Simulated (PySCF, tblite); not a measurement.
# C7H7N+ (doublet): geometry, infrared bands and EPR parameters

Wanted: the infrared bands and EPR parameters of C7H7N+ (doublet) (`[CH2+][C](C#CC#N)CC`), by calculation.

The runs use tblite 0.8.0 and PySCF 2.14.0, with density-fitted response routines of our own; the level of theory stands in each step. All values are computed, except where a source is named. Atoms are numbered from 0 throughout.

### 1 The starting structure

15 atoms, charge 1, multiplicity 2; geometry from: force field or distance geometry start.

Bonds of the start (Å): C0–C1 1.44, C1–C2 1.43, C2–C3 1.20, C3–C4 1.54, C4–N5 1.16, C1–C6 1.50, C6–C7 1.51, C0–H8 1.09, C0–H9 1.07, C6–H10 1.10, C6–H11 1.10, C7–H12 1.08, C7–H13 1.10, C7–H14 1.10.

### 2 Optimising the geometry with GFN2-xTB

The job: settings as JSON, then the geometry in Å.

```
{"job": {"kind": "relax", "xc": "GFN2-xTB", "basis": "xTB"}, "charge": 1, "multiplicity": 2}
C      0.070500    -1.945400    -0.467200
C      0.058500    -0.626800     0.113200
C      1.310500     0.036100     0.327600
C      2.343900     0.616700     0.485700
C      3.682900     1.337800     0.719400
N      4.687000     1.889500     0.873500
C     -1.242000     0.003500     0.510200
C     -1.869700     0.769400    -0.636000
H     -0.866400    -2.469300    -0.635400
H      0.988300    -2.419300    -0.750000
H     -1.945500    -0.766500     0.870100
H     -1.088900     0.685000     1.355700
H     -1.223100     1.566700    -0.984800
H     -2.089200     0.101600    -1.487500
H     -2.821200     1.228900    -0.316500
```

Launch:

```
$ OMP_NUM_THREADS=1 python probes_run.py task.json out
```

The driver reads the jobs from task.json and runs them one after another.

**Question.** This job is followed by: GFN2-xTB harmonic vibrations, gas phase; UKS B3LYP, pcH-1 on C H N, non-relativistic, mean-field spin-orbit, GIAO. What will the session give for the following? strongest single infrared mode (GFN2-xTB); zero-point energy (GFN2-xTB); g(iso) (B3LYP); ⟨S²⟩; largest a(iso) (averaged by class).

As calculated:

| quantity | value |
| --- | --- |
| strongest single infrared mode (GFN2-xTB) | 1382 cm⁻¹, 289 km/mol |
| zero-point energy (GFN2-xTB) | 69.3 kcal/mol |
| g(iso) (B3LYP) | 2.00435 |
| ⟨S²⟩ | 0.769 (exact 0.75) |
| largest a(iso) (averaged by class) | 1H on H10, H11, 37.2 MHz |

What this shows: Relaxing lowered the energy by 0.822 eV in 189 steps; the close pair that moved most is C3–C4, from 1.539 to 1.357 Å. No mode is imaginary among the 39: a minimum at this level. The strongest single mode, at 1382 cm⁻¹, is carried by H12, H13, C7. Unscaled tight-binding wavenumbers are off by several per cent, some by more. Its intensities can rank the bands wrongly. The largest share of the spin, 0.52 e, sits on C0. The isotropic g lies 2.0 ppt above the free-electron value.
